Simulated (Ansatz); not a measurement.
**CH₅BFNO: a ladder of functionals and wavefunction methods**

How much do the methods differ for CH₅BFNO? The plan is to run it at one geometry with functionals of several rungs and with coupled cluster, and see how far each lands from CCSD(T) at the basis-set limit for the atomisation energy.

Method: functionals in def2-TZVPP, the program's frozen cores in correlated methods; program: Ansatz 0.2.0, Gaussian basis.

Plan: LDA (SPW92), PBE-D4, revPBE-D4, BLYP-D4, r2SCAN-D4, B97M-V, PBE0-D4, B3LYP-D4, r2SCANh-D4, r2SCAN0-D4, HSE06-D4, BHLYP-D4, CAM-B3LYP-D4, LC-ωPBE, ωB97X-V, ωB97M-V, B2PLYP, PBE-QIDH; CCSD(T)/def2-SVP; CCSD(T)/def2-TZVPP; MP2/def2-QZVPP; extrapolation to the limit; RPA on PBE.

**1. The geometry**

An earlier PBE0-D4 in a triple-zeta def2 set relaxation fixed the geometry.

SMILES `CNB(O)F`, 10 atoms, charge 0, spin multiplicity 1.

Atoms are counted from 1 here; the program's logs count them from 0.

Bond lengths: C1–N2 1.445 Å, C1–H6 1.095 Å, C1–H7 1.089 Å, C1–H8 1.095 Å, N2–B3 1.405 Å, N2–H9 1.005 Å, B3–O4 1.366 Å, B3–F5 1.338 Å, O4–H10 0.957 Å. Angles: N2–C1–H6 111.8°, N2–C1–H7 109.1°, N2–C1–H8 111.8°, H6–C1–H7 107.9°, H6–C1–H8 108.2°, H7–C1–H8 107.9°, C1–N2–B3 125.4°, C1–N2–H9 114.7°, B3–N2–H9 119.9°, N2–B3–O4 125.3°, N2–B3–F5 119.0°, O4–B3–F5 115.7°, B3–O4–H10 114.7°.

As a file:

```xyz
10
CH5BFNO
C    -1.2837   -0.5198    0.3371
N     0.1348   -0.2479    0.3052
B     0.7755    0.6326   -0.5828
O     2.1170    0.8882   -0.6109
F     0.0407    1.2905   -1.4875
H    -1.7285   -0.2459    1.2990
H    -1.7759    0.0657   -0.4382
H    -1.4993   -1.5762    0.1488
H     0.6739   -0.7487    0.9902
H     2.6286    0.4102    0.0420
```

**2. LDA**

This LDA is Slater exchange with PW92 correlation.

Contents of in.yaml:

```yaml
crystal:
  periodic: [false, false, false]
  atoms:
    - {symbol: C, position_ang: [-1.283688, -0.519756, 0.337111]}
    - {symbol: N, position_ang: [0.134785, -0.247882, 0.305204]}
    - {symbol: B, position_ang: [0.775507, 0.632609, -0.582759]}
    - {symbol: O, position_ang: [2.117041, 0.888229, -0.610905]}
    - {symbol: F, position_ang: [0.040678, 1.290511, -1.487462]}
    - {symbol: H, position_ang: [-1.728535, -0.245865, 1.298968]}
    - {symbol: H, position_ang: [-1.775916, 0.065699, -0.438195]}
    - {symbol: H, position_ang: [-1.499265, -1.576217, 0.148809]}
    - {symbol: H, position_ang: [0.673948, -0.748697, 0.990223]}
    - {symbol: H, position_ang: [2.628645, 0.410168, 0.042005]}
basis:
  gaussian: {orbitals: def2-TZVPP}
hamiltonian: {xc: lda}
output: {orbitals: {seedname: orbitals}}
```

On the command line:

```console
$ ansatz run in.yaml --threads 4 --pin off --events-out ev --progress --plain --max-ram 10444MiB
```

After this run come: PBE-D4 (GGA); revPBE-D4 (GGA); BLYP-D4 (GGA); r2SCAN-D4 (meta-GGA); B97M-V (meta-GGA); B3LYP-D4 (hybrid); r2SCANh-D4 (hybrid); r2SCAN0-D4 (hybrid); HSE06-D4 (hybrid); BHLYP-D4 (hybrid); CAM-B3LYP-D4 (range-separated); LC-ωPBE (range-separated); ωB97X-V (range-separated); ωB97M-V (range-separated); B2PLYP (double hybrid); PBE-QIDH (double hybrid); CCSD(T) in def2-SVP; CCSD(T) in def2-TZVPP; MP2 in def2-QZVPP; RPA on PBE orbitals.

Q: Predict the results of all the runs planned. Wanted: atomisation energy, CCSD(T)/CBS; farthest beyond LDA; mean size of error, GGA; mean size of error, meta-GGA; mean size of error, hybrid; mean size of error, range-separated; mean size of error, double hybrid; gap, smallest and largest; T1 diagnostic.

**Answer**, as computed:

```
                               quantity                                                                                             value
        atomisation energy, CCSD(T)/CBS                                                                                         42.928 eV
    functionals within 0.215 eV (0.5 %)  revPBE-D4, BLYP-D4, r2SCAN-D4, B97M-V, PBE0-D4, B3LYP-D4, r2SCANh-D4, HSE06-D4, LC-ωPBE, ωB97X-V
                    farthest beyond LDA                                                                              BHLYP-D4 (-1.320 eV)
                mean size of error, GGA                                                                                          0.490 eV
           mean size of error, meta-GGA                                                                                          0.091 eV
             mean size of error, hybrid                                                                                          0.422 eV
    mean size of error, range-separated                                                                                          0.214 eV
      mean size of error, double hybrid                                                                                          0.256 eV
              gap, smallest and largest                                                             5.42 eV (BLYP-D4), 12.68 eV (LC-ωPBE)
                          T1 diagnostic                                                                                            0.0110
triples share of the correlation energy                                                                                             3.3 %
```

**Reading.** The LDA atomisation energy is off by 6.637 eV (15 %): it overbinds. PBE-D4 is off by +1.076 eV. Double hybrids carry the basis error of their MP2 part in triple zeta, and no dispersion term here, so their miss is partly the set-up's. The rungs meta-GGA, range-separated miss on average by less than the doubt on the reference (0.215 eV), so they tie. The reference freezes the cores and leaves out relativity and excitations past (T), so misses under about 0.215 eV can't be ranked. Hartree-Fock recovers 73 % of the binding; the rest is correlation. CCSD(T) in def2-SVP is off by -2.104 eV, so the small basis spoils what the method gains. The gap grows from 5.4 to 12.7 eV across the functionals, mostly with the share of exact exchange.
